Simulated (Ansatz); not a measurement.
# CH5AsS: the cost of one run

Program: Ansatz 0.2.0. Level of theory: RHF/def2-mTZVP. These are calculated values, not measurements.

### 1 The system as given

Bond lengths: C1–S2 1.782 Å, S2–As3 2.253 Å, C1–H4 1.095 Å, C1–H5 1.083 Å, C1–H6 1.182 Å, As3–H7 1.617 Å, As3–H8 1.569 Å. Angles: C1–S2–As3 91.4°, S2–C1–H4 113.1°, S2–C1–H5 114.7°, S2–C1–H6 108.8°, H4–C1–H5 106.6°, H4–C1–H6 106.5°, H5–C1–H6 106.8°, S2–As3–H7 92.5°, S2–As3–H8 92.7°, H7–As3–H8 89.1°.

As a file:

```xyz
8

C    -0.6235    1.0138   -0.3518
S    -0.7555   -0.1906    0.9554
As    0.6116   -1.6094   -0.1364
H    -0.9695    0.6372   -1.3195
H     0.3755    1.4011   -0.5100
H    -1.3098    1.9388   -0.0877
H     1.9266   -0.7541    0.2539
H     0.8367   -2.4939    1.1402
```

### 2 End point A

File input.yaml:

```yaml
crystal:
  periodic: [false, false, false]
  atoms:
    - { symbol: C, position_ang: [-0.6235, 1.0138, -0.3518] }
    - { symbol: S, position_ang: [-0.7555, -0.1906, 0.9554] }
    - { symbol: As, position_ang: [0.6116, -1.6094, -0.1364] }
    - { symbol: H, position_ang: [-0.9695, 0.6372, -1.3195] }
    - { symbol: H, position_ang: [0.3755, 1.4011, -0.51] }
    - { symbol: H, position_ang: [-1.3098, 1.9388, -0.0877] }
    - { symbol: H, position_ang: [1.9266, -0.7541, 0.2539] }
    - { symbol: H, position_ang: [0.8367, -2.4939, 1.1402] }
basis:
  gaussian: { orbitals: def2-mTZVP }
hamiltonian:
  xc: hf
relax:
  f_tol: 0.015
  max_steps: 40
```

Launch:

```bash
ansatz run input.yaml --threads 1 --pin off --max-ram 2048MiB --backend cpu --events-out ev --progress --plain --runs-dir out
```

Q: Estimate wall time and peak memory on 1 thread of Arm Neoverse V2, shared host.

About 39 s, with a peak of 0.18 GiB.
